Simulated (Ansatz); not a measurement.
Geometry optimisation, Ansatz 0.2.0, DFT LDA, scalar-relativistic, plane waves, PAW.

Input file:

```yaml
crystal:
  lattice:
    - [0.0, 5.43, 5.43]
    - [5.43, 0.0, 5.43]
    - [5.43, 5.43, 0.0]
  atoms:
    - { symbol: Si, position: [0.0, 0.0, 0.0] }
    - { symbol: Si, position: [0.125, 0.125, 0.125] }
    - { symbol: Si, position: [0.0, 0.0, 0.5] }
    - { symbol: Si, position: [0.125, 0.125, 0.625] }
    - { symbol: Si, position: [0.0, 0.5, 0.0] }
    - { symbol: Si, position: [0.125, 0.625, 0.125] }
    - { symbol: Si, position: [0.0, 0.5, 0.5] }
    - { symbol: Si, position: [0.125, 0.625, 0.625] }
    - { symbol: Si, position: [0.5, 0.0, 0.0] }
    - { symbol: Si, position: [0.625, 0.125, 0.125] }
    - { symbol: Si, position: [0.5, 0.0, 0.5] }
    - { symbol: Si, position: [0.625, 0.125, 0.625] }
    - { symbol: Si, position: [0.5, 0.5, 0.0] }
    - { symbol: Si, position: [0.625, 0.625, 0.125] }
    - { symbol: Si, position: [0.5, 0.5, 0.5] }
    - { symbol: Si, position: [0.625, 0.625, 0.625] }
    - { symbol: Ge, position: [0.3714633, 0.37488076, 0.38310723] }
basis:
  ecutwfc: 420.0
kpoints:
  mp_grid: { grid: [2, 2, 2] }
hamiltonian:
  xc: lda
  pseudopotentials: { kind: paw, azcp: { folder: soft_1 } }
scf:
  occupations: { method: gaussian, width: 0.02 }
  lower_state_search: "off"
relax:
  f_tol: 0.03
  max_steps: 60
  adjacent_minimum: "off"
```

Command:

```bash
$ ansatz run input.yaml --threads 1 --pin off --max-ram 3072MiB --backend cpu --events-out ev --progress --plain --runs-dir out
```

Problem. Where does it end, and by what steps?

Solution. The forces met the threshold. The force dipped under the threshold on the way, but the program's further checks kept it going. Limits of this set-up: coarse k mesh, PAW files made for another functional, a small cell, in which the defect meets its images. After 9 steps the energy has fallen by 0.295 eV; Si15 moved furthest, 0.07 Å.

```csv
step,energy less start (eV),largest force component (eV/Å),accepted
0,0.0000,0.937,yes
1,-0.2525,0.342,yes
2,-0.2930,0.053,yes
3,-0.2937,0.015,yes
4,-0.2943,0.030,yes
5,-0.2939,0.008,yes
6,-0.2945,0.009,yes
7,-0.2928,0.063,no
8,-0.2945,0.004,yes
9,-0.2945,0.003,yes
```

```xyz
17
Lattice="0.0000 5.4300 5.4300 5.4300 0.0000 5.4300 5.4300 5.4300 0.0000" Properties=species:S:1:pos:R:3
Si 0.013 0.009 0.006
Si 1.360 1.359 1.356
Si 2.708 2.709 0.006
Si 4.075 4.074 1.301
Si 2.707 0.009 2.706
Si 4.075 1.305 4.072
Si 5.455 2.670 2.665
Si 6.824 4.074 4.071
Si 0.013 2.709 2.706
Si 1.326 4.074 4.071
Si 2.695 5.478 2.665
Si 4.075 6.843 4.071
Si 2.695 2.670 5.478
Si 4.075 4.074 6.842
Si 5.455 5.478 5.478
Si 6.790 6.789 6.786
Ge 4.075 4.074 4.071
```

Whether the end is a true minimum wasn't checked by a vibrational analysis.

Run time: 48 s on 1 thread of Intel(R) Xeon(R) Platinum 8259CL CPU @ 2.50GHz (Skylake/Cascade Lake), with other jobs on the host, peak memory 0.58 GiB.
